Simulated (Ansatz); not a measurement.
# CH₃FSTe: how energies converge with the basis set

How large a basis does CH₃FSTe need? Two functionals are run in growing sets.

Computed with Ansatz 0.2.0, Gaussian basis. Level: one geometry, several basis sets.

Levels to be run: PBE0-D4/def2-SVP; ωB97M-V/def2-SVP; PBE0-D4/def2-QZVPP; ωB97M-V/def2-QZVPP; the functionals' def2-TZVPP values are taken from earlier runs.

**1. The geometry**

The geometry comes from an earlier relaxation with PBE0-D4 in a triple-zeta def2 set; it is a stationary point, not always the lowest conformer. Te takes the def2 core potential; no spin-orbit term is included.

SMILES `FC(S)[TeH]`, 7 atoms, charge 0, spin multiplicity 1.

Atoms are counted from 1 here; the program's logs count them from 0.

Bond lengths: F1–C2 1.374 Å, C2–S3 1.780 Å, C2–Te4 2.173 Å, C2–H5 1.089 Å, S3–H6 1.349 Å, Te4–H7 1.657 Å. Angles: F1–C2–S3 112.6°, F1–C2–Te4 106.0°, F1–C2–H5 107.8°, S3–C2–Te4 109.3°, S3–C2–H5 111.7°, Te4–C2–H5 109.3°, C2–S3–H6 96.6°, C2–Te4–H7 92.3°.

**2. PBE0-D4 in def2-SVP**

Contents of in.yaml:

```yaml
crystal:
  periodic: [false, false, false]
  atoms:
    - {symbol: F, position_ang: [1.177601, -1.368837, -0.085926]}
    - {symbol: C, position_ang: [0.176312, -0.432319, 0.005808]}
    - {symbol: S, position_ang: [0.627226, 0.954134, 1.027146]}
    - {symbol: Te, position_ang: [-0.183900, 0.258037, -2.022525]}
    - {symbol: H, position_ang: [-0.715420, -0.933109, 0.378922]}
    - {symbol: H, position_ang: [0.494446, 0.323454, 2.212106]}
    - {symbol: H, position_ang: [-1.514967, 1.130639, -1.561134]}
basis:
  gaussian: {orbitals: def2-SVP}
hamiltonian: {xc: pbe0, dispersion: d4}
output: {orbitals: {seedname: orbitals}}
```

The run is started by

```sh
$ ansatz run in.yaml --threads 2 --pin off --events-out ev --progress --plain --max-ram 4352MiB
```

Further steps of the session: ωB97M-V in def2-SVP; PBE0-D4 in def2-QZVPP; ωB97M-V in def2-QZVPP.

Before running them: what should the planned runs give, taken together? Wanted: PBE0-D4: double and triple zeta above quadruple; ωB97M-V: double and triple zeta above quadruple.

**Answer**, as computed:

| quantity | value |
| --- | --- |
| PBE0-D4: double and triple zeta above quadruple | 9.36, 0.59 eV |
| ωB97M-V: double and triple zeta above quadruple | 9.46, 0.57 eV |

PBE0-D4 gains 8.77 eV from double to triple zeta, then 0.59 eV more. Total energies overstate the basis error of differences, where much of it tends to cancel.
